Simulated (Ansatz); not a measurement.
# SrOs (CsCl type): a single-point run

Wanted: a converged single-point run for SrOs (CsCl type), and a check of what comes out. The structure is shown as the input types it.

Method: DFT PBE, scalar-relativistic, plane waves, PAW, in Ansatz 0.2.0.

1 further run of the same task is left out (it didn't finish). Runs told in other sessions of the task aren't counted.

**1. Starting point**

It takes space group Pm-3m (No. 221, cubic). Conventional cell: a = 3.600 Å, b = 3.600 Å, c = 3.600 Å, α = 90.00°, β = 90.00°, γ = 90.00°. Around Sr (site symmetry m-3m) lie 8 Os at 3.12 Å. Os (site symmetry m-3m) has 8 Sr at 3.12 Å in its first shell of neighbours.

As a file:

```
Sr Os
1.0
     3.60037    0.00000    0.00000
     0.00000    3.60037    0.00000
     0.00000    0.00000    3.60037
Sr Os
1 1
Direct
  0.00000 0.00000 0.00000
  0.50000 0.50000 0.50000
```

**2. Input and run**

The input, input.yaml:

```yaml
crystal:
  lattice:
    - [3.6003672161, 0.0, 0.0]
    - [0.0, 3.6003672161, 0.0]
    - [0.0, 0.0, 3.6003672161]
  atoms:
    - { symbol: Sr, position: [0.0, 0.0, 0.0] }
    - { symbol: Os, position: [0.5, 0.5, 0.5] }
basis:
  ecutwfc: 420
  ecutrho_ratio: 4
kpoints:
  mp_grid: { grid: [10, 10, 10] }
hamiltonian:
  xc: pbe
scf:
  occupations: { method: fixed }
  max_iter: 75
output:
  forces: true
  stress: true
```

On the command line:

```bash
ansatz run input.yaml --threads 2 --pin off --max-ram 2662MiB --backend cpu --events-out ev --progress --plain --runs-dir out
```

**Question.** How will this run end, and is anything wrong with its input?

The run converged and reported no error, with warnings (band overlap at count, metallic iterate, unresolved pair at count). Its log warns: «a fill by count may have filled part of one level: at k-index 52 the highest filled band, 12.748289 eV, and the lowest empty band, 12.748289 eV ...»

In the input, scf.occupations.method is fixed; scf.occupations.width is missing. The risk: fixed occupations where they can't hold. The run converged, but that does not make its result sound.

The test: set scf.occupations.method to gaussian and scf.occupations.width to 0.05.
